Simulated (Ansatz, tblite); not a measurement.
**C₂₀H₁₂F₆O₆S₃: one state, many levels**

One table from this session's results is given with a row withheld; the runs are named, their logs left out.

Program: Ansatz 0.2.0, Gaussian basis. Level of theory: as each input shows. These are calculated values, not measurements.

The runs, in order: GFN1-xTB, GFN2-xTB, PBE-D4/def2-SVP, r2SCAN-D4/def2-SVP, PBE-QIDH/def2-SVP, LDA/def2-SVP, HSE06-D4/def2-SVP, PBE0-D4/def2-TZVP, PBE-D4/def2-TZVP, HF/6-31G, B3LYP-D4/6-31G, MP2/def2-SVP, RPA/def2-SVP.

## The structure

The geometry is that of the singlet, from an earlier relaxation (PBE-D4/def2-SVP).

SMILES `FC(F)(F)c1sc(-c2sc(-c3sc(C(F)(F)F)c4c3OCCO4)c3c2OCCO3)c2c1OCCO2`, 47 atoms, charge 0, spin multiplicity 1.

Bond lengths: F1–C2 1.357 Å, C2–F3 1.357 Å, C2–F4 1.359 Å, C2–C5 1.490 Å, C5–S6 1.744 Å, C5–C31 1.387 Å, S6–C7 1.756 Å, C7–C8 1.435 Å, C7–C30 1.396 Å, C8–S9 1.757 Å, C8–C25 1.395 Å, S9–C10 1.758 Å, C10–C11 1.440 Å, C10–C24 1.395 Å, C11–S12 1.755 Å, C11–C19 1.395 Å, S12–C13 1.740 Å, C13–C14 1.491 Å and more. Angles: F1–C2–F3 106.4°, F1–C2–F4 107.4°, F1–C2–C5 112.3°, F3–C2–F4 107.4°, F3–C2–C5 112.4°, F4–C2–C5 110.6°, C2–C5–S6 121.0°, C2–C5–C31 127.4°, S6–C5–C31 111.6°, C5–S6–C7 92.1°, S6–C7–C8 122.5°, S6–C7–C30 110.0°, C8–C7–C30 127.5°, C7–C8–S9 122.6°, C7–C8–C25 127.6°, S9–C8–C25 109.7°, C8–S9–C10 92.7°, S9–C10–C11 120.3° and more.

PBE0-D4/def2-SVP was run before; its log isn't repeated, and its numbers join the tables.

Set-up of the first run:

Tight binding, by tblite at 300 K electronic temperature and without a spin-polarisation term:

```python
tblite.interface.Calculator('GFN1-xTB', numbers, positions, charge=0, uhf=0).singlepoint()
```

Tight binding, by tblite at 300 K electronic temperature and without a spin-polarisation term:

```python
tblite.interface.Calculator('GFN2-xTB', numbers, positions, charge=0, uhf=0).singlepoint()
```

start.molden holds the orbitals of an earlier run on this state, given as this run's starting guess.

File in.yaml:

```yaml
crystal:
  periodic: [false, false, false]
  atoms:
    - {symbol: F, position_ang: [7.362206, -0.730988, -1.470067]}
    - {symbol: C, position_ang: [6.713467, -1.108997, -0.339489]}
    - {symbol: F, position_ang: [7.495522, -0.719377, 0.698776]}
    - {symbol: F, position_ang: [6.671019, -2.467046, -0.329423]}
    - {symbol: C, position_ang: [5.338692, -0.539772, -0.259651]}
    - {symbol: S, position_ang: [3.941311, -1.578951, -0.163159]}
    - {symbol: C, position_ang: [2.843496, -0.208260, -0.137652]}
    - {symbol: C, position_ang: [1.422163, -0.361728, -0.018696]}
    - {symbol: S, position_ang: [0.321603, 1.007076, 0.021388]}
    - {symbol: C, position_ang: [-1.083574, -0.024602, 0.249913]}
    - {symbol: C, position_ang: [-2.396508, 0.552901, 0.377769]}
    - {symbol: S, position_ang: [-2.619493, 2.081786, 1.209966]}
    - {symbol: C, position_ang: [-4.336985, 2.066210, 0.932126]}
    - {symbol: C, position_ang: [-5.201256, 3.203882, 1.358836]}
    - {symbol: F, position_ang: [-5.828602, 3.794060, 0.309103]}
    - {symbol: F, position_ang: [-6.174833, 2.816677, 2.219932]}
    - {symbol: F, position_ang: [-4.461921, 4.160108, 1.979683]}
    - {symbol: C, position_ang: [-4.724690, 0.925564, 0.243662]}
    - {symbol: C, position_ang: [-3.622944, 0.066929, -0.076684]}
    - {symbol: O, position_ang: [-3.777000, -1.076427, -0.800743]}
    - {symbol: C, position_ang: [-5.134424, -1.525945, -0.807165]}
    - {symbol: C, position_ang: [-6.086242, -0.378331, -1.116760]}
    - {symbol: O, position_ang: [-6.004704, 0.645317, -0.116245]}
    - {symbol: C, position_ang: [-0.703263, -1.366178, 0.274714]}
    - {symbol: C, position_ang: [0.701510, -1.549619, 0.108727]}
    - {symbol: O, position_ang: [1.294460, -2.778407, 0.108004]}
    - {symbol: C, position_ang: [0.445504, -3.793239, 0.657485]}
    - {symbol: C, position_ang: [-0.973153, -3.662307, 0.117601]}
    - {symbol: O, position_ang: [-1.553246, -2.408483, 0.487984]}
    - {symbol: C, position_ang: [3.565362, 0.984171, -0.213300]}
    - {symbol: C, position_ang: [4.979414, 0.800112, -0.280961]}
    - {symbol: O, position_ang: [5.852054, 1.839363, -0.349515]}
    - {symbol: C, position_ang: [5.207372, 3.077198, -0.676176]}
    - {symbol: C, position_ang: [3.914426, 3.252487, 0.109799]}
    - {symbol: O, position_ang: [2.979429, 2.216658, -0.214291]}
    - {symbol: H, position_ang: [-5.387650, -1.976783, 0.180779]}
    - {symbol: H, position_ang: [-5.204766, -2.311685, -1.585014]}
    - {symbol: H, position_ang: [-5.846201, 0.055378, -2.114803]}
    - {symbol: H, position_ang: [-7.137178, -0.727135, -1.123882]}
    - {symbol: H, position_ang: [0.438999, -3.713728, 1.768820]}
    - {symbol: H, position_ang: [0.889432, -4.766432, 0.371190]}
    - {symbol: H, position_ang: [-0.967599, -3.762229, -0.992640]}
    - {symbol: H, position_ang: [-1.625612, -4.450394, 0.542047]}
    - {symbol: H, position_ang: [4.993779, 3.110799, -1.769018]}
    - {symbol: H, position_ang: [5.928358, 3.880597, -0.429927]}
    - {symbol: H, position_ang: [4.126419, 3.237485, 1.203490]}
    - {symbol: H, position_ang: [3.425838, 4.212244, -0.146547]}
basis:
  gaussian: {orbitals: def2-SVP, fitting: {mean_field: def2-universal-jkfit}, initial_orbitals: start.molden}
hamiltonian: {xc: pbe, dispersion: d4}
scf: {omitted_lower_state_checks: [starts]}
output: {forces: true, orbitals: {seedname: orbitals}}
```

The run is started by

```bash
> ansatz run in.yaml --threads 2 --pin off --events-out ev --progress --plain --max-ram 32768MiB --backend cuda --devices 0, --max-vram 18GiB
```

Steps of the session up to this table: PBE-D4/def2-SVP; r2SCAN-D4/def2-SVP; PBE-QIDH/def2-SVP; LDA/def2-SVP; HSE06-D4/def2-SVP; PBE0-D4/def2-TZVP; PBE-D4/def2-TZVP; HF/6-31G; B3LYP-D4/6-31G; MP2/def2-SVP; RPA/def2-SVP.

One table of the session follows, with a row left open; its other results are not shown here.

It belongs to the step «Binding energy». 

```
             level  binding an atom (eV)
          HF/6-31G                     ?
       HF/def2-SVP                 3.368
      LDA/def2-SVP                 5.997
   PBE-D4/def2-SVP                 5.242
  PBE-D4/def2-TZVP                 5.136
r2SCAN-D4/def2-SVP                 5.008
    B3LYP-D4/6-31G                 4.564
  PBE0-D4/def2-SVP                 5.052
 PBE0-D4/def2-TZVP                 4.959
 HSE06-D4/def2-SVP                 5.057
      MP2/def2-SVP                 4.823
```

**Question.** Estimate the row for HF/6-31G.

As computed: binding an atom (eV): 2.846. In the column «binding an atom (eV)» it is the lowest.

Limits of these values: Free atoms were run apart at each level; binding is atoms less cluster, divided by the number of atoms, without zero-point or spin-orbit terms.
